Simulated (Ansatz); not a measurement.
## Be2Si in Ansatz: the effect of strain

Be2Si:

```
Si Be
1.0
     0.00000    2.64000    2.53440
     2.64000    0.00000    2.53440
     2.64000    2.64000    0.00000
Si Be
1 2
Direct
  0.00000 0.00000 0.00000
  0.25000 0.25000 0.25000
  0.75000 0.75000 0.75000
```

The cell comes from a database or a generator and needn't be the stable form of this composition.

Alike in all runs:

| Quantity | Value |
| --- | --- |
| Program | Ansatz 0.2.0 |
| Task | relaxation of the atoms |
| Functional | PBE |
| Potentials or basis | Ansatz PAW |
| Cutoff | 420 eV (not typed: the program's choice for these potentials) |
| k mesh | 7 × 7 × 7 |
| Occupations | fermi-dirac, width 0.05 eV |
| Spin | no spin polarisation |
| Kind of strain | uniaxial |

Each run relaxes the cell or the atoms first.

```tsv
strain	pressure (GPa)
-0.04	4.5
-0.02	2.3
-0.01	1.2
0	?
0.01	-0.8
0.02	-1.7
0.04	-3.5
```

What does the run with strain 0 give?

Pressure 0.2 GPa.

Worked out: A parabola through the other rows of the pressure, of slope -100 GPa per unit of strain there, gives 0.2 GPa, against the run's 0.2.

Caveats: the relaxation stopped at its first step, so nothing moved; the thresholds are loose for stress.
